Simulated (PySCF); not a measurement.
# C2H3BBrFO2: the cost of one run

Computed with PySCF 2.14.0, with density-fitted response routines of our own, on a single molecule in the gas phase. Atoms count from 0, in the outputs and in this text.

## 1. The starting structure

10 atoms, charge 0, multiplicity 1; geometry from: GFN2-xTB. The atoms were then displaced at random by about 0.01 Å, so the start is not that level's minimum.

Bonds of the start (Å): F0–C1 1.38, C1–C2 1.55, C2–O3 1.46, O3–B4 1.35, B4–Br5 1.84, B4–O6 1.36, O6–C1 1.39, C1–H7 1.08, C2–H8 1.12, C2–H9 1.07.

## 2. Optimising the geometry at PBE0-D3(BJ)/def2-SVP

The job: settings as JSON, then the geometry in Å.

```
{"job": {"xc": "PBE0", "basis": "def2-SVP", "d3": "d3bj", "grid": 1, "shake": 0.01, "kind": "geom"}, "charge": 0, "multiplicity": 1}
F     -1.010100    -1.129400     1.385630
C     -0.772780    -0.644400     0.119010
C     -0.536800     0.883930     0.157500
O      0.888280     1.024810    -0.144540
B      1.357500    -0.210590    -0.418940
Br     3.106210    -0.506600    -0.902270
O      0.426550    -1.198710    -0.325060
H     -1.590860    -0.953940    -0.512540
H     -0.710350     1.286170     1.185880
H     -1.107210     1.427800    -0.565710
```

Run with:

```
$ OMP_NUM_THREADS=1 python probes_run.py task.json out
```

The driver reads the jobs from task.json and runs them one after another.

**Question.** How long does this first job take on 1 thread of Arm Neoverse V2, shared host, and how much memory does it need?

About 65 s, with a peak of 0.51 GiB.
